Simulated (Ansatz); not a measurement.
# C2H2Cl2Sn (SMILES C#[C][SnH]([Cl])[Cl]) at CAM-B3LYP/def2-SVP (core potential)

Aim: the electronic atomisation energy of C2H2Cl2Sn at CAM-B3LYP/def2-SVP (core potential), from 5 runs. 

Program for the calculation: Ansatz 0.2.0.

49 further runs of the same task are left out: 7 that didn't finish, 42 set aside as unsound or not needed.

## Step 1: The system as given

The species is C2H2Cl2Sn (7 atoms), meant as a singlet with charge 0. As SMILES, `C#[C][SnH]([Cl])[Cl]`. Geometry: relaxed at PBE0-D4/def2-TZVP.

Bond lengths: C1–C2 1.205 Å, C2–Sn3 2.058 Å, Sn3–Cl4 2.309 Å, Sn3–Cl5 2.309 Å, C1–H6 1.067 Å, Sn3–H7 1.691 Å. Angles: C1–C2–Sn3 179.2°, C2–Sn3–Cl4 107.9°, C2–Sn3–Cl5 107.9°, Cl4–Sn3–Cl5 106.8°, C2–C1–H6 179.7°, C2–Sn3–H7 115.3°, Cl4–Sn3–H7 109.3°, Cl5–Sn3–H7 109.3°.

## Step 2: The energy at CAM-B3LYP/def2-SVP (core potential)

File run.yaml:

```yaml
crystal:
  periodic: [false, false, false]
  atoms:
    - {symbol: C, position_ang: [-1.668000, 1.349700, 0.386500]}
    - {symbol: C, position_ang: [-0.744900, 0.592400, 0.224500]}
    - {symbol: Sn, position_ang: [0.833800, -0.704500, -0.025300]}
    - {symbol: Cl, position_ang: [0.163900, -2.365900, -1.482000]}
    - {symbol: Cl, position_ang: [2.540200, 0.448400, -1.069500]}
    - {symbol: H, position_ang: [-2.485300, 2.020900, 0.525300]}
    - {symbol: H, position_ang: [1.421600, -1.409000, 1.394900]}
basis:
  gaussian:
    orbitals: def2-SVP
output: {orbitals: {seedname: orbitals}}
accuracy: high
hamiltonian:
  xc: {name: CAM-B3LYP}
```

Run with:

```console
ansatz run run.yaml --threads 1 --pin off --max-ram 3480MiB --events-out events.jsonl --progress --plain --runs-dir runs
```

Log:

```text
Warning: RAYON_NUM_THREADS=1 ignored (pool sized by the plan → 1); use --threads N
Functional definition: CAM-B3LYP
  name "CAM-B3LYP"
  parameter alpha = 0.19
  parameter beta = 0.46
  parameter omega = 0.33/bohr
  parameter ac = 0.81
  exchange = (1 - alpha - beta)*b88_x + beta*b88_x_sr(omega) + alpha*exact_x + beta*exact_x_lr(omega)
  correlation = (1 - ac)*vwn5_c + ac*lyp_c
2157 factors; integrals over basis functions are off by at most 3.3e-8 eV
463 factors; integrals over basis functions are off by at most 1.5e-9 eV
mean field evaluation 1: about -32968.9265 eV, gradient 3.6e1 eV
mean field evaluation 2: about -32969.8209 eV, gradient 3.3e1 eV
mean field evaluation 4: about -32972.6219 eV, gradient 2.4e0 eV
mean field evaluation 8: about -32972.7561 eV, gradient 1.5e-1 eV
mean field evaluation 16: about -32972.7562 eV, gradient 2.4e-5 eV
mean field -32972.75620706 eV, -1211.7264408725 hartree, gradient 9.6e-8 eV, S^2 0.000000; 0 other end points of the search recorded, 0 dependent functions left out
reference -32972.75622789 eV, -1211.7264416379 hartree; 35, 35 occupied and 65, 65 virtual orbitals, 2157 factors
Total energy: -32972.75622789 eV, -1211.7264416379 hartree
```

Run time: 13 s. Hardware: 1 thread of Arm Neoverse V1, shared host; peak memory 0.45 GiB.

## Step 3: The C atom at the same level

File input.yaml:

```yaml
crystal:
  periodic: [false, false, false]
  atoms:
    - {symbol: C, position_ang: [0.000000, 0.000000, 0.000000]}
basis:
  gaussian: {orbitals: def2-SVP}
hamiltonian: {xc: {name: CAM-B3LYP}}
magnetization: {spin_polarized: true, initial_magnetization: 2}
accuracy: high
```

Run with:

```console
ansatz run input.yaml --threads 1 --pin off --max-ram 3480MiB --events-out events.jsonl --progress --plain --runs-dir runs
```

Log, shortened:

```text
Warning: RAYON_NUM_THREADS=1 ignored (pool sized by the plan → 1); use --threads N
[... 8 set-up lines as earlier in the session ...]
95 factors; integrals over basis functions are off by at most 1.9e-9 eV
60 factors; integrals over basis functions are off by at most 1.2e-9 eV
mean field evaluation 1: about -1028.2980 eV, gradient 3.1e0 eV
mean field evaluation 2: about -1028.3571 eV, gradient 6.0e-1 eV
mean field evaluation 4: about -1028.3601 eV, gradient 1.5e-1 eV
mean field evaluation 8: about -1028.3603 eV, gradient 7.6e-5 eV
mean field -1028.36029014 eV, -37.7915436152 hartree, gradient 2.6e-8 eV, S^2 2.002491; 0 other end points of the search recorded, 0 dependent functions left out
reference -1028.36029989 eV, -37.7915439735 hartree; 4, 2 occupied and 10, 12 virtual orbitals, 95 factors
Total energy: -1028.36029989 eV, -37.7915439735 hartree
```

It took 0.42 s on 1 thread of Arm Neoverse V1, shared host.

## Step 4: The Cl atom, same level

File molecule.yaml:

```yaml
basis:
  gaussian:
    orbitals: def2-SVP
crystal:
  periodic: [false, false, false]
  atoms:
    - {symbol: Cl, position_ang: [0.000000, 0.000000, 0.000000]}
magnetization:
  spin_polarized: true
  initial_magnetization: 1
hamiltonian:
  xc: {name: CAM-B3LYP}
accuracy: high
```

Run the same way, it converges to -460.00469 Eh (log not shown).

## Step 5: The H atom, same level

File run.yaml:

```yaml
crystal:
  periodic: [false, false, false]
  atoms:
    - {symbol: H, position_ang: [0.000000, 0.000000, 0.000000]}
basis:
  gaussian:
    orbitals: def2-SVP
accuracy: high
magnetization:
  spin_polarized: true
  initial_magnetization: 1
hamiltonian:
  xc: {name: CAM-B3LYP}
```

Run with:

```console
ansatz run run.yaml --threads 1 --pin off --max-ram 3480MiB --events-out events.jsonl --progress --plain --runs-dir runs
```

Log, shortened:

```text
Warning: RAYON_NUM_THREADS=1 ignored (pool sized by the plan → 1); use --threads N
[... 8 set-up lines as earlier in the session ...]
15 factors; integrals over basis functions are off by at most 8.9e-10 eV
15 factors; integrals over basis functions are off by at most 8.1e-10 eV
mean field evaluation 1: about -13.5409 eV, gradient 7.1e-1 eV
mean field evaluation 2: about -13.5417 eV, gradient 7.3e-1 eV
mean field evaluation 4: about -13.5484 eV, gradient 6.7e-5 eV
mean field evaluation 8: about -13.5484 eV, gradient 2.5e-10 eV
mean field -13.54840926 eV, -0.4978948570 hartree, gradient 1.9e-10 eV, S^2 0.750000; 0 other end points of the search recorded, 0 dependent functions left out
reference -13.54841854 eV, -0.4978951979 hartree; 1, 0 occupied and 4, 5 virtual orbitals, 15 factors
Total energy: -13.54841854 eV, -0.4978951979 hartree
```

It took 0.18 s on 1 thread of Arm Neoverse V1, shared host.

## Step 6: The Sn atom, same level

File job.yaml:

```yaml
crystal:
  periodic: [false, false, false]
  atoms:
    - {symbol: Sn, position_ang: [0.000000, 0.000000, 0.000000]}
basis:
  gaussian: {orbitals: def2-SVP}
magnetization: {spin_polarized: true, initial_magnetization: 2}
hamiltonian: {xc: {name: CAM-B3LYP}}
accuracy: high
```

Run the same way, it converges to -214.23055 Eh (log not shown).

## Step 7: Results

Level: CAM-B3LYP/def2-SVP (core potential).

| quantity | value |
| --- | --- |
| molecule: total energy | -1211.72644 Eh |
| molecule: HOMO energy | -10.08 eV |
| molecule: LUMO energy | -0.14 eV |
| molecule: HOMO–LUMO gap | 9.95 eV |
| C atom: total energy | -37.79154 Eh |
| C atom: ⟨S²⟩ | 2.002 |
| Cl atom: total energy | -460.00469 Eh |
| Cl atom: ⟨S²⟩ | 0.752 |
| H atom: total energy | -0.49790 Eh |
| H atom: ⟨S²⟩ | 0.750 |
| Sn atom: total energy | -214.23055 Eh |
| Sn atom: ⟨S²⟩ | 2.003 |
| electronic atomisation energy | 24.698 eV |

**Reading.** Taking the molecule apart into free atoms costs 24.70 eV (2383 kJ/mol), before zero-point energy and without spin-orbit coupling.
